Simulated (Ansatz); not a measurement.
# Cs2Au: one candidate of a structure search

The task: take a trial cell of Cs2Au to zero force and stress.

Computed with Ansatz 0.2.0 (DFT PBE, scalar-relativistic, plane waves, PAW, unless a step's input says otherwise).

### Step 1. The starting structure

The structure is cubic, space group F-43m (No. 216). Conventional cell: a = 8.060 Å, b = 8.060 Å, c = 8.060 Å, α = 90.00°, β = 90.00°, γ = 90.00°. Cs (site symmetry -43m) is surrounded by 4 Cs at 3.49 Å and 4 Au at 3.49 Å. Around Cs (site symmetry -43m) lie 4 Cs at 3.49 Å. Au (site symmetry -43m) has 4 Cs at 3.49 Å as nearest neighbours.

Structure file:

```xyz
3
Lattice="0.0000 4.0300 4.0300 4.0300 0.0000 4.0300 4.0300 4.0300 0.0000" Properties=species:S:1:pos:R:3 pbc="T T T"
Cs    0.0000    0.0000    0.0000
Cs    2.0150    2.0150    2.0150
Au    6.0450    6.0450    6.0450
```

Recipe of the guess: random cell by space group and Wyckoff sites (F-43m, No. 216). Its size is a rough estimate.

### Step 2. Probe: one point on a coarse mesh

The input, input.yaml:

```yaml
crystal:
  lattice:
    - [0.0, 4.03000625, 4.03000625]
    - [4.03000625, 0.0, 4.03000625]
    - [4.03000625, 4.03000625, 0.0]
  atoms:
    - { symbol: Cs, position: [0.0, 0.0, 0.0] }
    - { symbol: Cs, position: [0.25, 0.25, 0.25] }
    - { symbol: Au, position: [0.75, 0.75, 0.75] }
basis:
  ecutwfc: 420
kpoints:
  mp_grid: { grid: [4, 4, 4] }
hamiltonian:
  xc: pbe
scf:
  occupations: { method: gaussian, width: 0.1 }
  lower_state_search: "off"
output:
  forces: true
  stress: true
  eigenvalues: true
```

Launch:

```
$ ansatz run input.yaml --threads 1 --pin off --max-ram 2048MiB --backend cpu --events-out ev --progress --plain --runs-dir out
```

The session goes on with these runs: a loose first relaxation; final relaxation; relaxation repeated from the relaxed cell.

**Question.** What will these runs give? Wanted: conventional cell; volume; energy over the elements; gap on the mesh.

**Answer**, as computed:

| quantity | value |
| --- | --- |
| symmetry at the end (tolerance 0.05 Å) | space group F-43m (No. 216) |
| conventional cell | a = 8.699 Å, b = 8.699 Å, c = 8.699 Å, α = 90.00°, β = 90.00°, γ = 90.00° |
| volume | 54.85 Å³/atom |
| energy over the elements | +0.04 eV/atom |
| gap on the mesh | none (metal) |

What this shows: The space group F-43m (No. 216) is kept, and the volume per atom grows by 25.7 % from the first guess. The formation energy of this structure is too near zero to say whether it is bound against the elements. No finished test with a distortion of lower symmetry is shown, so the end may be a saddle point. Spin-orbit coupling is left out for Au.
